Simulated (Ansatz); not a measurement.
A first try at an optical spectrum of CdF2, space group Fm-3m, using Ansatz 0.2.0, Python API.

`cdf2.extxyz`
```text
3
Lattice="0.0 2.694 2.694 2.694 0.0 2.694 2.694 2.694 0.0" Properties=species:S:1:pos:R:3 pbc="T T T"
Cd    0.00000000    0.00000000    0.00000000
F     1.34700000    1.34700000    1.34700000
F     4.04100000    4.04100000    4.04100000
```

Run as a notebook:

**Cell 1**
```python
import ansatz as az
import matplotlib.pyplot as plt
import numpy as np
```

**Cell 2**
```python
structure = az.Crystal.from_extxyz("cdf2.extxyz")

structure.resolved().tree()["lattice"]
```
Output:
```text
((0.0, 2.694, 2.694), (2.694, 0.0, 2.694), (2.694, 2.694, 0.0))
```

**Cell 3**
```python
calc = (
    structure.calculation()
    .functional("pbe")
    .pseudopotentials("paw")
    .basis(38 * az.Ry)
    .kpoints(6, 6, 6)
    .occupations("fermi_dirac")
    .optics(energy_step=0.1, nscf_kmesh=(7, 7, 7), broadening_width=0.1, spectra_wanted_up_to=6)
)
done = calc.run(cores=2, threads=1)
spectra = done.optics()
energy, filling = np.asarray(spectra.photon_energy_ev), spectra.band_filling
gapped = filling.kind == "insulating"
eps1 = np.asarray(filling.eps1 if gapped else filling.eps1_interband)[:3].mean(axis=0)
eps2 = np.asarray(filling.eps2 if gapped else filling.eps2_interband)[:3].mean(axis=0)
print("filling:", filling.kind, "- valid up to", round(spectra.valid_up_to_ev, 2), "eV,", spectra.n_bands, "bands")
top = min(10, spectra.valid_up_to_ev)
# mean of xx, yy and zz; between bands only where the bands are partly filled
shown = energy <= top
plt.figure(figsize=(4.8, 3.2))
plt.plot(energy[shown], eps1[shown], label="eps1")
plt.plot(energy[shown], eps2[shown], label="eps2")
plt.xlabel("photon energy (eV)")
plt.legend()
plt.tight_layout()
plt.savefig("optics.png", dpi=100)
peak = int(np.argmax(np.where(shown & (energy > 0.3), eps2, 0)))
print(f"strongest absorption at {energy[peak]:.2f} eV, eps2 = {eps2[peak]:.2f}")
if gapped:
    print("eps_inf:", np.round(filling.eps_inf[:3], 3))
print("f-sum electrons:", np.round(filling.get("f_sum_n_eff"), 3))
```
Output:
```text
Traceback (most recent call last):
  File "<cell 3>", line 10, in <module>
    done = calc.run(cores=2, threads=1)
TypeError: Calculation.run() got an unexpected keyword argument 'cores'
```

Find the fault and give the corrected session.

The fault: run() has no such keyword. The change:

```diff
--- before
+++ after
@@
 )
-done = calc.run(cores=2, threads=1)
+done = calc.run(threads=1)
 spectra = done.optics()
```

The cells in order, each with its output:

(earlier cells as before)

In [3]:
```python
calc = (
    structure.calculation()
    .functional("pbe")
    .pseudopotentials("paw")
    .basis(38 * az.Ry)
    .kpoints(6, 6, 6)
    .occupations("fermi_dirac")
    .optics(energy_step=0.1, nscf_kmesh=(7, 7, 7), broadening_width=0.1, spectra_wanted_up_to=6)
)
done = calc.run(threads=1)
spectra = done.optics()
energy, filling = np.asarray(spectra.photon_energy_ev), spectra.band_filling
gapped = filling.kind == "insulating"
eps1 = np.asarray(filling.eps1 if gapped else filling.eps1_interband)[:3].mean(axis=0)
eps2 = np.asarray(filling.eps2 if gapped else filling.eps2_interband)[:3].mean(axis=0)
print("filling:", filling.kind, "- valid up to", round(spectra.valid_up_to_ev, 2), "eV,", spectra.n_bands, "bands")
top = min(10, spectra.valid_up_to_ev)
# mean of xx, yy and zz; between bands only where the bands are partly filled
shown = energy <= top
plt.figure(figsize=(4.8, 3.2))
plt.plot(energy[shown], eps1[shown], label="eps1")
plt.plot(energy[shown], eps2[shown], label="eps2")
plt.xlabel("photon energy (eV)")
plt.legend()
plt.tight_layout()
plt.savefig("optics.png", dpi=100)
peak = int(np.argmax(np.where(shown & (energy > 0.3), eps2, 0)))
print(f"strongest absorption at {energy[peak]:.2f} eV, eps2 = {eps2[peak]:.2f}")
if gapped:
    print("eps_inf:", np.round(filling.eps_inf[:3], 3))
print("f-sum electrons:", np.round(filling.get("f_sum_n_eff"), 3))
```
```text
filling: insulating - valid up to 18.74 eV, 24 bands
strongest absorption at 10.00 eV, eps2 = 2.35
eps_inf: [2.944 2.944 2.944]
f-sum electrons: [6.804 6.804 6.804]
```

Caveats:
- The starting cell is as deposited in a crystallographic database; the results hold for this polymorph, which needn't be the stable one.
- Independent-particle spectra on Kohn-Sham bands hold no excitons, and semilocal gaps are too small.
- Finished in 10 s on 1 thread of Intel(R) Xeon(R) 6975P-C (Granite Rapids), on a shared host, peak memory 0.68 GiB.

(Lines on the test bed's own set-up are left out of the output.)
